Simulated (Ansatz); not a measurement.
**CH4AlBrO: how energies converge with the basis set**

An exercise on one series of results from a longer session: the logs are not shown, and one member is left open.

Method: one geometry, several basis sets; program: Ansatz 0.2.0, Gaussian basis.

Levels to be run: PBE0-D4/def2-SVP; ωB97M-V/def2-SVP; PBE0-D4/def2-QZVPP; ωB97M-V/def2-QZVPP; the functionals' def2-TZVPP values are taken from earlier runs.

### Structure used throughout

The geometry comes from an earlier relaxation with PBE0-D4 in a triple-zeta def2 set; it is a stationary point, not always the lowest conformer.

SMILES `[CH3][Al]([OH])[Br]`, 8 atoms, charge 0, spin multiplicity 1.

Atoms are counted from 1 here; the program's logs count them from 0.

Bond lengths: C1–Al2 1.930 Å, C1–H5 1.093 Å, C1–H6 1.092 Å, C1–H7 1.093 Å, Al2–O3 1.689 Å, Al2–Br4 2.266 Å, O3–H8 0.956 Å. Angles: Al2–C1–H5 110.8°, Al2–C1–H6 111.3°, Al2–C1–H7 110.8°, H5–C1–H6 108.5°, H5–C1–H7 106.9°, H6–C1–H7 108.5°, C1–Al2–O3 120.9°, C1–Al2–Br4 121.3°, O3–Al2–Br4 117.8°, Al2–O3–H8 123.2°.

Geometry (Å):

```
C     0.04277    1.29772   -0.08442
Al   -0.08769   -0.62721   -0.12849
O     0.53075   -1.56724    1.13112
Br   -1.07153   -1.70199   -1.86394
H    -0.94964    1.75461   -0.12884
H     0.54167    1.64092    0.82409
H     0.60192    1.66819   -0.94799
H     0.48406   -2.52210    1.14278
```

Set-up of the first run:

Input file in.yaml:

```yaml
crystal:
  periodic: [false, false, false]
  atoms:
    - {symbol: C, position_ang: [0.042769, 1.297718, -0.084415]}
    - {symbol: Al, position_ang: [-0.087690, -0.627205, -0.128493]}
    - {symbol: O, position_ang: [0.530748, -1.567245, 1.131115]}
    - {symbol: Br, position_ang: [-1.071527, -1.701991, -1.863941]}
    - {symbol: H, position_ang: [-0.949644, 1.754608, -0.128842]}
    - {symbol: H, position_ang: [0.541668, 1.640920, 0.824089]}
    - {symbol: H, position_ang: [0.601921, 1.668194, -0.947992]}
    - {symbol: H, position_ang: [0.484057, -2.522100, 1.142780]}
basis:
  gaussian: {orbitals: def2-SVP}
hamiltonian: {xc: pbe0, dispersion: d4}
output: {orbitals: {seedname: orbitals}}
```

Among the steps run: PBE0-D4 in def2-SVP; ωB97M-V in def2-SVP; PBE0-D4 in def2-QZVPP; ωB97M-V in def2-QZVPP.

One of the session's tables, all rows but one given; the rest of the session is left out.

| functional | basis | HOMO (eV) |
| --- | --- | --- |
| PBE0-D4 | def2-SVP | -8.20 |
| PBE0-D4 | def2-TZVPP | -8.33 |
| PBE0-D4 | def2-QZVPP | ? |
| ωB97M-V | def2-SVP | -10.40 |
| ωB97M-V | def2-TZVPP | -10.55 |
| ωB97M-V | def2-QZVPP | -10.58 |

Q: Estimate the row for PBE0-D4, def2-QZVPP from the others.

The run gave: HOMO (eV): -8.36. In the column «HOMO (eV)» it lies between ωB97M-V, def2-SVP (-10.40) and PBE0-D4, def2-TZVPP (-8.33).
